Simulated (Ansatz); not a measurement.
Task: a rigid torsion scan of C2H5BO2, SMILES BOC(C)=O, with the Ansatz DFT code, driven from Python. Give the script and its output. Use (for the species named): r2scan0, def2-SVP basis, multiplicity 1.

```xyz
10

B    -0.4009    1.8045   -1.0438
O    -0.6354    0.6762   -0.1524
C     0.2955   -0.3222    0.0056
C     0.1272   -1.4354    0.9583
O     1.4404   -0.2795   -0.5958
H    -1.3067    2.6724   -1.1487
H     0.5687    1.9852   -1.6817
H     0.5502   -1.2052    1.9408
H     0.4840   -2.3741    0.6067
H    -1.0399   -1.5729    1.1138
```

Script `c2h5bo2_torsion.py`:
```python
# -*- coding: utf-8 -*-
import ansatz
from ase import Atoms


def main():
    atoms = Atoms(['B', 'O', 'C', 'C', 'O', 'H', 'H', 'H', 'H', 'H'], positions=[
        (-0.4009, 1.8045, -1.0438),
        (-0.6354, 0.6762, -0.1524),
        (0.2955, -0.3222, 0.0056),
        (0.1272, -1.4354, 0.9583),
        (1.4404, -0.2795, -0.5958),
        (-1.3067, 2.6724, -1.1487),
        (0.5687, 1.9852, -1.6817),
        (0.5502, -1.2052, 1.9408),
        (0.484, -2.3741, 0.6067),
        (-1.0399, -1.5729, 1.1138),
    ])

    first = (
        ansatz.Crystal.molecule_from_ase(atoms).calculation()
        .basis(gaussian='def2-SVP')
        .functional('R2SCAN0')
        .relax(force_tolerance=0.02, max_steps=80)
    )
    atoms.positions = first.run().report['positions_ang']

    start = atoms.get_dihedral(2, 1, 0, 5)
    energies = {}
    for turn in range(0, 360, 30):
        turned = atoms.copy()
        turned.set_dihedral(2, 1, 0, 5, start + turn, indices=[0, 5, 6])
        calculation = (
            ansatz.Crystal.molecule_from_ase(turned).calculation()
            .basis(gaussian='def2-SVP')
            .functional('R2SCAN0')
        )
        energies[round((start + turn) % 360)] = calculation.run().report['free_energy_ev']
    floor = min(energies.values())
    print('dihedral C2-O1-B0-H5 (deg)   E - E(min) (kJ/mol)')
    for angle, e in sorted(energies.items()):
        print(f'{angle:8d} {96.485332 * (e - floor):14.3f}  ' + '#' * int(30 * (e - floor) / max(max(energies.values()) - floor, 1e-9)))


if __name__ == '__main__':
    main()
```

`python c2h5bo2_torsion.py` gives:
```text
dihedral C2-O1-B0-H5 (deg)   E - E(min) (kJ/mol)
      24         12.480  #########
      54         31.506  #######################
      84         40.957  ##############################
     114         29.712  #####################
     144          9.499  ######
     174          0.000
     204          9.609  #######
     234         29.639  #####################
     264         40.343  #############################
     294         30.459  ######################
     324         11.557  ########
     354          2.980  ##
```

The scan is rigid and the energies are electronic, in a modest basis. With rigid groups the curve can differ much from the relaxed path, the start wasn't checked as a minimum of this torsion, and equivalent turns needn't return to the same energy. It ran for 3.1 min on 1 thread of Arm Neoverse V1 (shared host), peak memory 0.28 GiB.

(A comment or docstring line of the script was reworded after the run, the code is as it ran; lines on the test bed's own set-up are left out of the output.)
